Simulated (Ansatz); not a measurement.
Here is an Ansatz input file for SnTe, space group Fm-3m. Write the same calculation for the Python package.

```yaml
crystal:
  lattice:
    - [0.0, 3.15085, 3.15085]
    - [3.15085, 0.0, 3.15085]
    - [3.15085, 3.15085, 0.0]
  atoms:
    - { symbol: Sn, position: [0.0, 0.0, 0.0] }
    - { symbol: Te, position: [0.5, 0.5, 0.5] }
basis:
  ecutwfc: 476.19925930478996
  xc_grid: 3
kpoints:
  mp_grid:
    kspacing: 0.81
hamiltonian:
  xc: lda
scf:
  lower_state_search: standard
  occupations:
    method: fixed
gw:
  n_empty_bands: 60
  ecut_chi: 120.0
  qp_bands: [v3, c1]
```

Interactive session:
```pycon
>>> import warnings
>>> import ansatz as az
>>> XC = "LDA"
>>> KSPACING = 0.81
>>> OCCUPATIONS = "fixed"
>>> warnings.simplefilter("ignore", az.DeckWarning)
>>> lattice = az.Lattice.of(
...     (0.0, 3.15085, 3.15085),
...     (3.15085, 0.0, 3.15085),
...     (3.15085, 3.15085, 0.0),
... )
>>> sites = [
...     ("Sn", (0.0, 0.0, 0.0)),
...     ("Te", (0.5, 0.5, 0.5)),
... ]
>>> crystal = az.Crystal(lattice=lattice)
>>> for symbol, position in sites:
...     crystal = crystal.atom(symbol, position)
...
>>> crystal.resolved().tree()["lattice"]
((0.0, 3.15085, 3.15085), (3.15085, 0.0, 3.15085), (3.15085, 3.15085, 0.0))
>>> calculation = (
...     crystal.calculation()
...     .functional(XC)
...     .basis(35 * az.Ry, xc_grid=3)
...     .kpoints(spacing=KSPACING)
...     .scf(lower_state_search="standard")
...     .occupations(OCCUPATIONS)
...     .gw(empty_bands=60, screening_cutoff=120, quasiparticle_bands=("v3", "c1"))
... )
>>> events = []
>>> res = calculation.session().plan().execute(on_event=events.append, runs_dir="gw_run")

>>> gw = next(e["data"] for e in events if e["event"] == "gw_qp")
>>> top = gw["frontier_bands"]["highest_filled_band"]
>>> print(" k band    E_KS   Sigma_x  Sigma_c     Vxc      Z    E_QP (eV)")
 k band    E_KS   Sigma_x  Sigma_c     Vxc      Z    E_QP (eV)
>>> for qp in gw["qp"]:
...     print(f"{qp['ik']:2d} {qp['band']:4d} {qp['eps_ks_ev']:7.3f} {qp['sigma_x_ev']:9.3f} {qp['sigma_c_at_ks_ev']:8.3f} {qp['vxc_ev']:8.3f} {qp['z']:6.3f} {qp['e_qp_ev']:8.3f}")
...
 0   13   7.218   -15.597    1.933  -13.726  0.769    7.266
 0   14   7.218   -15.597    1.933  -13.726  0.769    7.266
 0   15   7.218   -15.597    1.933  -13.726  0.769    7.266
 0   16  12.626    -7.971   -4.515  -13.332  0.764   13.274
 1   13   7.425   -15.502    1.721  -13.819  0.773    7.454
 1   14   7.425   -15.502    1.721  -13.819  0.773    7.454
 1   15   8.679   -14.180    0.492  -14.046  0.782    8.959
 1   16  10.275    -8.420   -3.366  -12.388  0.783   10.745
 2   13   5.701   -14.221    1.704  -12.465  0.769    5.661
 2   14   5.945   -15.063    2.272  -12.712  0.763    5.885
 2   15   5.945   -15.063    2.272  -12.712  0.763    5.885
 2   16  11.915    -5.055   -3.914   -9.150  0.792   12.059
 3   13   4.480   -14.653    2.770  -11.678  0.762    4.326
 3   14   6.483   -14.837    1.842  -12.930  0.769    6.433
 3   15   7.129   -14.152    1.102  -13.167  0.778    7.220
 3   16  11.520    -9.439   -3.487  -13.715  0.780   12.133
>>> for key, label in (("eps_ks_ev", "Kohn-Sham"), ("e_qp_ev", "G0W0")):
...     filled = max(qp[key] for qp in gw["qp"] if qp["band"] <= top)
...     empty = min(qp[key] for qp in gw["qp"] if qp["band"] > top)
...     print(f"{label} gap on the mesh: {empty - filled:.3f} eV")
...
Kohn-Sham gap on the mesh: 1.596 eV
G0W0 gap on the mesh: 1.786 eV
>>> print("static dielectric eigenvalues (RPA, this mesh):", [round(e, 3) for e in gw["screening"][0]["eps_tensor_eigenvalues"]])
static dielectric eigenvalues (RPA, this mesh): [13.608, 13.608, 13.608]
```

Reading the output:
- The settings weren't tested for convergence.
- The k-point mesh is coarse, and energy and stress weren't tested for convergence.
- Of the deposited cell: the entry's cell lengths or inner coordinates differ somewhat from later room-temperature determinations.
- The structure is a deposited one; some such entries were measured under pressure or heat, so a shift against it needn't be the functional's error alone.
- Mesh, empty bands and screening cutoff are small, so the quasiparticle gap isn't converged, and it is read on the mesh points alone. Spin-orbit coupling is left out, which matters for heavy elements.
- Run time: 7.6 s on 1 thread of Arm Neoverse V1, with other jobs on the host, peak memory 0.4 GiB.

(Lines on the test bed's own set-up are left out of the output.)
